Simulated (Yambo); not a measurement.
# Ge (Fd-3m) in Yambo: further runs

Runs on Ge. Level: PBE. Tasks: optical spectrum.

Program: Yambo 5.3.0. These are calculated values, not measurements. Logs are shortened: lines on timing, memory, paths and dates and some standing lists are left out, and cuts for length are marked.

**Experimental background.**

From “Temperature-dependent photoluminescence in Ge: experiment and theory”, 2020, arxiv:2003.00143, for a bulk crystal of Ge at 0 K: band gap 0.744 eV (indirect).

From “Electronic and optical properties of SixGe1-x-ySny alloys lattice-matched to Ge”, 2021, arxiv:2109.02782, for a bulk crystal of Ge at 300 K: band gap 0.807 eV (direct).

The results are compared with them further down.

## Step 1: The crystal as given

Symmetry: Fd-3m, No. 227, cubic system. Conventional cell: a = 5.658 Å, b = 5.658 Å, c = 5.658 Å, α = 90.00°, β = 90.00°, γ = 90.00°. Around Ge (site symmetry -43m) lie 4 Ge at 2.45 Å.

## Step 2: Optical spectrum, PBE

The input, optics0.in:

```
optics
chi
Chimod= "IP"
% BndsRnXd
 1 | 29 |
%
% LongDrXd
 1 | 1 | 0 |
%
% QpntsRXd
 1 | 1 |
%
% EnRngeXd
 0 | 10 | eV
%
% DmRngeXd
 0.3 | 0.3 | eV
%
ETStpsXd= 200
```

The input, scf.in:

```
&CONTROL
  calculation = 'scf'
  prefix = 'pwscf'
  outdir = './tmp'
  pseudo_dir = './pseudo'
/
&SYSTEM
  ibrav = 0
  nat = 2
  ntyp = 1
  ecutwfc = 70
  nbnd = 21
  occupations = 'smearing'
  smearing = 'fd'
  degauss = 0.00367493
  force_symmorphic = .true.
/
&ELECTRONS
  conv_thr = 4d-10
  electron_maxstep = 120
  mixing_beta = 0.5
/
ATOMIC_SPECIES
Ge    72.6300 Ge_ONCV_PBE-1.2.upf
CELL_PARAMETERS angstrom
   0.0000000000    2.8289100000    2.8289100000
   2.8289100000    0.0000000000    2.8289100000
   2.8289100000    2.8289100000    0.0000000000
ATOMIC_POSITIONS crystal
Ge     0.7500000000    0.7500000000    0.7500000000
Ge     0.5000000000    0.5000000000    0.5000000000
K_POINTS automatic
10 10 10 0 0 0
```

The input, nscf.in:

```
&CONTROL
  calculation = 'nscf'
  prefix = 'pwscf'
  outdir = './tmp'
  pseudo_dir = './pseudo'
/
&SYSTEM
  ibrav = 0
  nat = 2
  ntyp = 1
  ecutwfc = 70
  nbnd = 39
  occupations = 'smearing'
  smearing = 'fd'
  degauss = 0.00367493
  force_symmorphic = .true.
/
&ELECTRONS
  conv_thr = 1d-08
  diago_full_acc = .true.
  diago_thr_init = 1d-06
/
ATOMIC_SPECIES
Ge    72.6300 Ge_ONCV_PBE-1.2.upf
CELL_PARAMETERS angstrom
   0.0000000000    2.8289100000    2.8289100000
   2.8289100000    0.0000000000    2.8289100000
   2.8289100000    2.8289100000    0.0000000000
ATOMIC_POSITIONS crystal
Ge     0.7500000000    0.7500000000    0.7500000000
Ge     0.5000000000    0.5000000000    0.5000000000
K_POINTS automatic
10 10 10 0 0 0
```

Potentials or basis: SG15 PBE 1.2.

Command:

```bash
$ OMP_NUM_THREADS=1 pw.x -in scf.in > scf.out
$ OMP_NUM_THREADS=1 pw.x -in nscf.in > nscf.out
$ cd tmp/pwscf.save; p2y; mv SAVE ../..; cd ../..
$ OMP_NUM_THREADS=1 yambo
$ OMP_NUM_THREADS=1 yambo -F optics0.in -J optics0 -C optics0_out
```

Yambo's report:

```text
[... sections 02.01 to 02.04 as in the set-up run ...]

  [02.05] Energies & Occupations
  ==============================

  [X] === General ===
  [X] Electronic Temperature                        :  0.258606E-1   300.100    [eV K]
  [X] Bosonic    Temperature                        :  0.258606E-1   300.100    [eV K]
  [X] Finite Temperature mode                       : yes
  [X] El. density                                   :  0.61840E+24 [cm-3]
  [X] Fermi Level                                   :  11.13620 [eV]

  [X] === Gaps and Widths ===
  [X] Conduction Band Min                           :  11.13620 [eV]
  [X] Valence Band Max                              :  11.13620 [eV]
  [X] Filled Bands                                  :  11
  [X] Metallic Bands                                :  12  15
  [X] Empty Bands                                   :   16   39

  [X] === Metallic Characters ===
  [X] N of el / N of met el                         :  28.00000   5.99975
  [X] Average metallic occ.                         :  0.374985

  [WARNING] [X] Metallic system

 [03] Transferred momenta grid and indexing
 ==========================================

 IBZ Q-points                                      :   47
 BZ  Q-points                                      :  1000

 K/Q-points units:
 rlu = crystal or reduced units; cc = cartesian coordinates; iku = interal k-units

 Q [ 1]         [rlu]:  0.000000  0.000000  0.000000
 Q [ 2]         [rlu]:  0.37069E-17 -0.32320E-17  0.10000
 Q [ 3]         [rlu]:  0.17151E-16  0.17151E-16  0.20000
 Q [ 4]         [rlu]: -0.37922E-17 -0.37922E-17  0.30000
 Q [ 5]         [rlu]:  0.18968E-16 -0.36543E-16  0.40000
 Q [ 6]         [rlu]:  0.25892E-17  0.25892E-17 -0.50000
 Q [ 7]         [rlu]: -0.24254E-17  0.10000      0.10000
 Q [ 8]         [rlu]:  0.16366E-17  0.10000      0.20000
 Q [ 9]         [rlu]:  0.32733E-17  0.10000      0.30000
 Q [10]         [rlu]: -0.23267E-16  0.10000      0.40000
 Q [11]         [rlu]:  0.13599E-16  0.10000      0.50000
 Q [12]         [rlu]:  0.49819E-16  0.10000     -0.40000
 Q [13]         [rlu]:  0.87874E-17  0.10000     -0.30000
 Q [14]         [rlu]:  0.37922E-17  0.10000     -0.20000
 Q [15]         [rlu]: -0.32733E-17  0.10000     -0.10000
[... 30 lines left out ...]
 Q [46]         [rlu]:  0.200000  0.400000 -0.300000
 Q [47]         [rlu]:  0.200000 -0.500000 -0.300000

 [WARNING] [Xd] User bands 1-29 break level degeneracy

 [04] Dipoles
 ============

  [04.01] Setup: observables and procedures
  =========================================

  [WF-Oscillators/G space/Transverse up loader] Normalization (few states)  min/max  :  0.15637E-17   1.0000

  [WR./optics0//ndb.dipoles]------------------------------------------------------
   Brillouin Zone Q/K grids (IBZ/BZ)                :    47  1000    47  1000
   RL vectors                                       :   3839 [WF]
   Fragmentation                                    : yes
   Electronic Temperature                           :  300.1000 [K]
   Bosonic    Temperature                           :  300.1000 [K]
   DIP band range                                   :   1  29
   DIP band range limits                            :  15  12
   DIP e/h energy range                             : -1.000000 -1.000000 [eV]
   RL vectors in the sum                            :   3839
   [r,Vnl] included                                 : yes
   Bands ordered                                    : yes
   Direct v evaluation                              : no
   Approach used                                    : G-space v
   Dipoles computed                                 : R V P [G-space]
   Wavefunctions                                    : Perdew, Burke & Ernzerhof(X)+Perdew, Burke & Ernzerhof(C)

  [WARNING] [r,Vnl^pseudo] included in position and velocity dipoles.

  [WARNING] In case H contains other non local terms, these are neglected

 [05] Optics
 ===========

 [X-CG] R(p) Tot o/o(of R):    7961  211360     100

 [WARNING] The system is a metal but Drude term not included.
```

It took 2.4 min on 1 thread of Arm Neoverse V1, shared host; peak memory 0.26 GiB.

Results:

* Band gap on the k mesh, mean-field level: none (metal or under the smearing width)

Dielectric function (along the field direction of the input):
```tsv
energy (eV)	real part	imaginary part
0.25	34.86	62.47
0.45	11.05	31.94
0.70	13.67	15.13
0.95	19.33	11.90
1.21	22.27	15.89
1.46	18.99	21.72
1.71	10.28	20.95
1.96	9.34	15.63
2.21	10.62	15.11
2.46	10.59	15.33
2.71	10.76	16.05
2.96	10.18	18.10
3.22	8.53	19.01
3.47	7.32	21.99
3.72	1.30	24.97
3.97	-6.04	20.18
4.22	-5.45	13.94
4.47	-2.62	13.09
4.72	-3.34	14.96
4.97	-6.81	14.37
5.23	-8.81	10.95
5.48	-8.38	7.75
5.73	-7.00	5.86
5.98	-5.89	5.17
6.23	-5.36	4.61
6.48	-4.84	4.13
6.73	-4.40	3.67
6.98	-4.00	3.45
7.24	-3.91	3.21
7.49	-3.73	2.66
7.74	-3.25	2.29
7.99	-2.85	2.27
8.24	-2.83	2.26
8.49	-2.81	1.90
8.74	-2.50	1.61
8.99	-2.24	1.48
9.25	-1.99	1.42
9.50	-1.89	1.44
9.75	-1.88	1.32
10.00	-1.74	1.10
```

Caveat: the intraband (Drude) term of the metal is left out; the ground state has no gap, which makes the many-body step unreliable; independent-particle spectra lack excitons; this crystal is a semiconductor, whose small gap the functional closes, so the metal is an error of the method.

## Step 3: Optical spectrum, PBE

The input, optics1.in:

```
optics
chi
Chimod= "HARTREE"
% BndsRnXd
 1 | 29 |
%
NGsBlkXd= 4 Ry
% LongDrXd
 1 | 1 | 0 |
%
% QpntsRXd
 1 | 1 |
%
% EnRngeXd
 0 | 10 | eV
%
% DmRngeXd
 0.3 | 0.3 | eV
%
ETStpsXd= 150
```

scf.in is that of step 2.

nscf.in is that of step 2.

Potentials or basis: SG15 PBE 1.2.

Command:

```bash
$ OMP_NUM_THREADS=1 pw.x -in scf.in > scf.out
$ OMP_NUM_THREADS=1 pw.x -in nscf.in > nscf.out
$ cd tmp/pwscf.save; p2y; mv SAVE ../..; cd ../..
$ OMP_NUM_THREADS=1 yambo
$ OMP_NUM_THREADS=1 yambo -F optics1.in -J optics1 -C optics1_out
```

Yambo's report:

```text
[... sections 02.01 to 02.04 as in the set-up run ...]

  [02.05] Energies & Occupations
  ==============================

  [X] === General ===
  [X] Electronic Temperature                        :  0.258606E-1   300.100    [eV K]
  [X] Bosonic    Temperature                        :  0.258606E-1   300.100    [eV K]
  [X] Finite Temperature mode                       : yes
  [X] El. density                                   :  0.61840E+24 [cm-3]
  [X] Fermi Level                                   :  11.13620 [eV]

  [X] === Gaps and Widths ===
  [X] Conduction Band Min                           :  11.13620 [eV]
  [X] Valence Band Max                              :  11.13620 [eV]
  [X] Filled Bands                                  :  11
  [X] Metallic Bands                                :  12  15
  [X] Empty Bands                                   :   16   39

  [X] === Metallic Characters ===
  [X] N of el / N of met el                         :  28.00000   5.99975
  [X] Average metallic occ.                         :  0.374985

  [WARNING] [X] Metallic system

 [03] Transferred momenta grid and indexing
 ==========================================

 IBZ Q-points                                      :   47
 BZ  Q-points                                      :  1000

 K/Q-points units:
 rlu = crystal or reduced units; cc = cartesian coordinates; iku = interal k-units

 Q [ 1]         [rlu]:  0.000000  0.000000  0.000000
 Q [ 2]         [rlu]:  0.37069E-17 -0.32320E-17  0.10000
 Q [ 3]         [rlu]:  0.17151E-16  0.17151E-16  0.20000
 Q [ 4]         [rlu]: -0.37922E-17 -0.37922E-17  0.30000
 Q [ 5]         [rlu]:  0.18968E-16 -0.36543E-16  0.40000
 Q [ 6]         [rlu]:  0.25892E-17  0.25892E-17 -0.50000
 Q [ 7]         [rlu]: -0.24254E-17  0.10000      0.10000
 Q [ 8]         [rlu]:  0.16366E-17  0.10000      0.20000
 Q [ 9]         [rlu]:  0.32733E-17  0.10000      0.30000
 Q [10]         [rlu]: -0.23267E-16  0.10000      0.40000
 Q [11]         [rlu]:  0.13599E-16  0.10000      0.50000
 Q [12]         [rlu]:  0.49819E-16  0.10000     -0.40000
 Q [13]         [rlu]:  0.87874E-17  0.10000     -0.30000
 Q [14]         [rlu]:  0.37922E-17  0.10000     -0.20000
 Q [15]         [rlu]: -0.32733E-17  0.10000     -0.10000
[... 30 lines left out ...]
 Q [46]         [rlu]:  0.200000  0.400000 -0.300000
 Q [47]         [rlu]:  0.200000 -0.500000 -0.300000

 [WARNING] [Xd] User bands 1-29 break level degeneracy

 [04] Dipoles
 ============

  [04.01] Setup: observables and procedures
  =========================================

  [WF-Oscillators/G space/Transverse up loader] Normalization (few states)  min/max  :  0.15637E-17   1.0000

  [WR./optics1//ndb.dipoles]------------------------------------------------------
   Brillouin Zone Q/K grids (IBZ/BZ)                :    47  1000    47  1000
   RL vectors                                       :   3839 [WF]
   Fragmentation                                    : yes
   Electronic Temperature                           :  300.1000 [K]
   Bosonic    Temperature                           :  300.1000 [K]
   DIP band range                                   :   1  29
   DIP band range limits                            :  15  12
   DIP e/h energy range                             : -1.000000 -1.000000 [eV]
   RL vectors in the sum                            :   3839
   [r,Vnl] included                                 : yes
   Bands ordered                                    : yes
   Direct v evaluation                              : no
   Approach used                                    : G-space v
   Dipoles computed                                 : R V P [G-space]
   Wavefunctions                                    : Perdew, Burke & Ernzerhof(X)+Perdew, Burke & Ernzerhof(C)

  [WARNING] [r,Vnl^pseudo] included in position and velocity dipoles.

  [WARNING] In case H contains other non local terms, these are neglected

 [05] Optics
 ===========

 [X-CG] R(p) Tot o/o(of R):    7961  211360     100

 [WARNING] The system is a metal but Drude term not included.
```

o-optics1.eps_q1_inv_rpa_dyson:

```text
# Absorption @ Q(1):  0.707106781     0.707106781      0.00000000    [q->0 direction]
#
# [ X ] Hartree size                              :   59
# [GEN] GF Energies                               : Perdew, Burke & Ernzerhof(X)+Perdew, Burke & Ernzerhof(C)
# [GEN] Green`s Function                          : Retarded
#
# [GEN] Gauge                                     : Length
# [GEN] [r,Vnl] included                          : yes
#
#    E[1] [eV]          Im(eps)            Re(eps)            Im(eps_o)          Re(eps_o)
#
        0.000000           0.13926E-11        125.2497          -0.10867E-14        127.2143
        0.067114           41.79142           111.5398           41.87238           113.4778
        0.134228           65.03968           80.53253           65.15885           82.42161
        0.201342           67.97446           49.86865           68.09978           51.72650
        0.268456           59.68256           28.52442           59.80750           30.37475
        0.335570           48.39182           16.52376           48.52099           18.38168
[... 142 lines left out ...]
        9.932886           1.238773          -1.598089           1.153215          -1.803457
        10.00000           1.180713          -1.560553           1.104419          -1.744691
#
```

Run time: 2.6 min. Hardware: 1 thread of Arm Neoverse V1, shared host; peak memory 0.45 GiB.

Results:

* Band gap on the k mesh, mean-field level: none (metal or under the smearing width)

Dielectric function (along the field direction of the input):
```
energy (eV)  real part  imaginary part
       0.27      28.52           59.68
       0.74      12.44           13.84
       1.28      19.90           16.39
       1.74       8.20           19.11
       2.28       8.78           13.83
       2.82       8.95           14.40
       3.29       7.61           16.15
       3.83      -0.19           21.68
       4.36      -3.11           11.35
       4.83      -2.37           13.61
       5.37      -7.55            9.60
       5.84      -5.97            5.52
       6.38      -4.53            4.23
       6.91      -3.61            3.42
       7.38      -3.44            3.06
       7.92      -2.70            2.21
       8.46      -2.58            2.05
       8.93      -2.13            1.49
       9.46      -1.62            1.39
      10.00      -1.56            1.18
```

Caveat: the intraband (Drude) term of the metal is left out; the ground state has no gap, which makes the many-body step unreliable; these spectra lack excitons; this crystal is a semiconductor, whose small gap the functional closes, so the metal is an error of the method.

(Continued in part 2 of 2.)
